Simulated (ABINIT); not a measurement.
Crystal: RhN.

```xyz
2
Lattice="2.9628 0.0000 0.0000 -1.4814 2.5659 0.0000 0.0000 0.0000 2.8916" Properties=species:S:1:pos:R:3 pbc="T T T"
Rh    0.0000    0.0000    0.0000
N     1.4814    0.8553    1.4458
```

The cell comes from a database or a generator and needn't be the stable form of this composition.

Base run:

```yaml
Program: ABINIT 10.8.3 (patched build)
Functional: PBEsol
Potentials_or_basis: JTH PAW PBE v2.0
Cutoff: 707 eV
k_mesh: 7 × 7 × 7
Occupations: gaussian, width 0.05 eV
Spin: collinear spin, ferromagnetic start
Starting_moments: "[4.0, 0.0] μB"
Hubbard_terms: Rh d U = 2 eV
```

Its results: band gap on the k mesh none (metal or under the smearing width); pressure -21.7 GPa; net moment 0.00 μB per cell.

Q: The run is repeated on the same cell with these changes: functional from PBEsol to PBE. What comes out?

A: Band gap on the k mesh none (metal or under the smearing width); pressure -12.3 GPa; net moment 0.00 μB per cell.

PBE binds less tightly than PBEsol, so the same cell stands under more pressure.

Caveats: the PAW data sets were made with another functional, which shifts forces and pressure a little (some runs).
